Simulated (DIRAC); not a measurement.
# PBE0/dyall-v2z (X2C-SO, uncontracted yes) run of GaF (SMILES [F][Ga])

Aim: a point of an energy scan of GaF. 

The results are computed with DIRAC 26.1 (patched).

27 further runs of the same task are left out: 27 set aside as unsound or not needed. Runs told in other sessions of the task aren't counted.

## (1) The structure to begin with

GaF: 2 atoms, total charge 0, spin state singlet. As SMILES, `[F][Ga]`.

Bond lengths: F1–Ga2 1.925 Å.

## (2) A point of an energy scan at PBE0/dyall-v2z (X2C-SO, uncontracted yes)

Input file FGa.mol:

```
DIRAC
FGa

C   2              A
        9.    1
F         0.00000000      0.00000000      0.00000000
LARGE BASIS dyall.v2z
       31.    1
Ga        0.00000000      0.00000000      1.92509050
LARGE BASIS dyall.v2z
FINISH
```

Input file calc.inp:

```
**DIRAC
.TITLE
 FGa X2C-SO PBE0
.WAVE FUNCTION
**HAMILTONIAN
.X2C
.DFT
PBE0
**INTEGRALS
*READIN
.UNCONTRACT
**GRID
.ULTRAFINE
**WAVE FUNCTION
.SCF
*END OF INPUT
```

On the command line:

```console
pam --inp=calc.inp --mol=FGa.mol --noarch --mw=163 --aw=368
```

Output:

```text
[...]
It.    1    -1109.543118083      0.00D+00  0.00D+00  0.00D+00               0.02085799s   Atom. scrpot
[...]
It.   15    -2043.608320188     -2.00D-11 -8.00D-08  3.12D-08   DIIS   9    0.22700000s   LL
[...]
* Convergence after   15 iterations.
[...]
                                   TOTAL ENERGY
                                   ------------
   Charge of molecule : 0
   Electronic energy                        :    -2120.3010480060557
   Other contributions to the total energy
   Nuclear repulsion energy                 :       76.6927278181343
[...]
   Total energy                             :    -2043.6083201879214
[...]
  * Closed shell, f = 1.0000
   -377.6020030043  ( 2)       -47.0991887478  ( 2)       -41.6343670260  ( 2)       -40.6330700497  ( 2)       -24.6974378088  ( 2)
     -5.7463926386  ( 2)        -3.9652197641  ( 2)        -3.8299858858  ( 2)        -1.1045180370  ( 2)        -0.8473818840  ( 2)
     -0.8298512609  ( 2)        -0.4331763454  ( 2)        -0.3545210259  ( 2)        -0.2997174978  ( 2)
  * Virtual eigenvalues, f = 0.0000
[...]
  * Closed shell, f = 1.0000
    -40.6345140820  ( 2)        -3.8342994778  ( 2)        -0.8527213600  ( 2)        -0.8325498861  ( 2)        -0.3531024073  ( 2)
  * Virtual eigenvalues, f = 0.0000
     -0.0567084141  ( 2)         0.2674115118  ( 2)         0.3391442575  ( 2)         0.3804641413  ( 2)         0.6791438756  ( 2)
      1.9849823099  ( 2)         2.0269592875  ( 2)         2.9698412809  ( 2)         3.3007966575  ( 2)         3.6170218996  ( 2)
[...]
  * Closed shell, f = 1.0000
     -0.8367429853  ( 2)
  * Virtual eigenvalues, f = 0.0000
      0.3402162007  ( 2)         1.9913891102  ( 2)         3.6174616921  ( 2)         7.7543168538  ( 2)        25.8719840748  ( 2)
     86.0203911853  ( 2)       329.0514252348  ( 2)
[...]
* HOMO - LUMO gap:
    E(LUMO) :    -0.05939970 au (symmetry E1 )
  - E(HOMO) :    -0.29971750 au (symmetry E1 )
  ------------------------------------------
    gap     :     0.24031780 au
[...]
```

Run time: 3.9 s. Hardware: 1 thread of Arm Neoverse V2, shared host; peak memory 0.075 GiB.

## (3) What came out

At PBE0/dyall-v2z (X2C-SO, uncontracted yes):

```
     quantity           value
 total energy  -2043.60832 Eh
  HOMO energy        -8.16 eV
  LUMO energy        -1.62 eV
HOMO–LUMO gap         6.54 eV
```
